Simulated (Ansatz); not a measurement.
# SiH₄O + NH₃ + HF: a complex and its separated parts

The complex below is one end of an elementary step. How strongly is it bound against its free parts?

Program: Ansatz 0.2.0, Gaussian basis. Level of theory: PBE0-D4/def2-TZVP structures, single points in def2-TZVPP, no counterpoise correction. These are calculated values, not measurements.

Levels: SPW92, PBE-D4, BLYP-D4, r2SCAN-D4, B97M-V, PBE0-D4, B3LYP-D4, r2SCAN0-D4, BHLYP-D4, CAM-B3LYP-D4, wB97X-V, wB97M-V, B2PLYP, PBE-QIDH, RPA on PBE, Hartree-Fock, MP2, CCSD, CCSD(T).

Cores are frozen in the correlated methods. B3LYP uses VWN-RPA correlation. B2PLYP carries no dispersion term here.

26 further runs of the same task are left out: 26 set aside as unsound or not needed.

### Step 1. The starting structure

The complex: 12 atoms, charge 0, spin multiplicity 1.

Atoms are counted from 1 here; the program's logs count them from 0.

Bond lengths: Si1–H3 1.515 Å, Si1–H4 1.487 Å, Si1–H5 1.486 Å, Si1–O7 1.703 Å, N2–H8 1.018 Å, N2–H10 1.014 Å, N2–H11 1.013 Å, H6–F9 0.960 Å, O7–H12 0.960 Å. Angles: H3–Si1–H4 101.1°, H3–Si1–H5 101.6°, H3–Si1–O7 95.5°, H4–Si1–H5 115.0°, H4–Si1–O7 118.8°, H5–Si1–O7 118.4°, H8–N2–H10 107.0°, H8–N2–H11 109.1°, H10–N2–H11 108.0°, Si1–O7–H12 110.2°.

Coordinates:

```xyz
12
FH8NOSi
Si   -1.1268    0.4888   -0.1243
N     0.1807   -1.2136    0.5824
H    -1.8993    1.6637   -0.6870
H    -1.9423   -0.6531   -0.6176
H    -1.2198    0.7422    1.3370
H     1.7539    0.6095   -0.3313
O     0.3336    0.8580   -0.9178
H     1.0834   -0.9062    0.9384
F     2.5518    0.3392    0.1291
H     0.3660   -1.8662   -0.1715
H    -0.3116   -1.7125    1.3139
H     0.2304    1.6501   -1.4511
```

Its parts: SiH₄O holds atoms 1, 3, 4, 5, 7, 12; NH₃ holds atoms 2, 8, 10, 11; HF holds atoms 6, 9. Each part counts its atoms afresh in its own runs.

### Step 2. Relaxing SiH₄O alone

relax-a/in.yaml

```yaml
crystal:
  periodic: [false, false, false]
  atoms:
    - {symbol: Si, position_ang: [-1.126796, 0.488799, -0.124313]}
    - {symbol: H, position_ang: [-1.899341, 1.663688, -0.686995]}
    - {symbol: H, position_ang: [-1.942330, -0.653051, -0.617560]}
    - {symbol: H, position_ang: [-1.219814, 0.742197, 1.336985]}
    - {symbol: O, position_ang: [0.333564, 0.857969, -0.917836]}
    - {symbol: H, position_ang: [0.230415, 1.650123, -1.451136]}
basis:
  gaussian: {orbitals: def2-TZVP}
hamiltonian: {xc: pbe0, dispersion: d4}
relax: {f_tol: 0.005, max_steps: 200}
```

No record of the launch command was kept for these runs.

After this run come: Relaxing NH₃ alone; Relaxing HF alone; wB97M-V/def2-TZVPP; CCSD(T)/def2-TZVPP; CCSD(T)/def2-QZVPP; Vibrations of SiH₄O; Vibrations of NH₃; Vibrations of HF.

What does the calculation give? Wanted: complex less parts, CCSD(T)/def2-TZVPP; with zero-point energy; largest T1 diagnostic.

**Answer**, as computed:

| quantity | value |
| --- | --- |
| complex less parts, CCSD(T)/def2-TZVPP | -0.653 eV |
| with zero-point energy | -0.397 eV |
| largest T1 diagnostic | 0.011 |

What this shows: At CCSD(T) the complex lies 0.653 eV below its parts. Among the functionals BHLYP-D4 lands nearest to CCSD(T) (-0.016 eV) and SPW92 farthest (-0.703 eV). Mean unsigned error by rung: LDA 0.703, GGA 0.123, meta-GGA 0.109, hybrid 0.079, range-separated hybrid 0.085, double hybrid 0.058 eV. PBE-D4 gives a relative energy 0.196 eV too low, outside chemical accuracy (1 kcal/mol, 0.043 eV). No counterpoise was applied, and triple zeta lacks some correlation, so the CCSD(T) reference has a basis error of its own, and close matches with it are partly luck.
